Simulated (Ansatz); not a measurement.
BBr, a scan of the bond length

Run with Ansatz 0.2.0 through its Python package.

`scan_bbr.py`:
```python
# -*- coding: utf-8 -*-
'''Potential curve of BBr along one bond.'''

import ansatz as az
from ase import Atoms
import numpy as np

atoms = Atoms(['B', 'Br'], positions=[
    (0.0, 0.0, 0.0),
    (0.0, 0.0, 1.93),
])
molecule = az.Crystal.molecule_from_ase(atoms)

symbols = [site.symbol for site in molecule.cartesian_sites]
start = np.array([site.position_ang for site in molecule.cartesian_sites])
axis = (start[1] - start[0]) / np.linalg.norm(start[1] - start[0])
moving = [1]
lengths, energies = [1.64, 1.78, 1.93, 2.12, 2.41, 2.9, 3.47, 4.25], []
for length in lengths:
    xyz = start.copy()
    xyz[moving] += (length - np.linalg.norm(start[1] - start[0])) * axis
    point = az.Crystal.molecule()
    for symbol, place in zip(symbols, xyz):
        point = point.atom(symbol, place.tolist())
    job = (
        point.calculation()
        .basis(gaussian='def2-TZVP')
        .correlation('ccsd_t')
    )
    summary = job.run(threads=1).report
    energies.append(summary['free_energy_ev'])
    print(f'r = {length:6.3f} A  E = {energies[-1]:.5f} eV  <S^2> = {abs(summary["mean_field"]["state"]["spin_squared"]):.3f}')

print('energy above the lowest point (eV):', [round(e - min(energies), 3) for e in energies])
```

Output of `python scan_bbr.py`:
```text
r =  1.640 A  E = -70678.61844 eV  <S^2> = 0.000
r =  1.780 A  E = -70679.34803 eV  <S^2> = 0.000
r =  1.930 A  E = -70679.48036 eV  <S^2> = 0.000
r =  2.120 A  E = -70679.18684 eV  <S^2> = 0.000
r =  2.410 A  E = -70678.38830 eV  <S^2> = 0.000
r =  2.900 A  E = -70676.99778 eV  <S^2> = 0.000
r =  3.470 A  E = -70675.82809 eV  <S^2> = 0.000
RunWarning: these amplitudes may be one of several solutions (largest doubles amplitude 0.49, level shift 0.15 eV)
r =  4.250 A  E = -70675.56067 eV  <S^2> = 0.000
energy above the lowest point (eV): [0.862, 0.132, 0.0, 0.294, 1.092, 2.483, 3.652, 3.92]
```
(Warnings from the package without file and line.)

The lowest point is at 1.930 Å. At the shortest distance (1.64 Å) the energy is 0.86 eV higher, at the longest (4.25 Å) 3.92 eV.

Caveats:
- Total energies depend on the basis set; only differences at equal settings carry meaning.
- The basis set is modest, and single-reference methods fail as a bond breaks.
- The orbitals are restricted, so S² is zero by construction.
- Toward dissociation an unrestricted state can lie under the restricted one, by tenths of an eV for polar bonds under a functional and by 1 to 2 eV or more for others.
- S² is that of the Hartree-Fock reference.
- The spin state was assumed, and another may lie lower.
- Wall time of the script: 17 s on 1 thread of Arm Neoverse V1, with other jobs on the host, peak memory 0.24 GiB.

(Lines on the test bed's own set-up are left out of the output.)
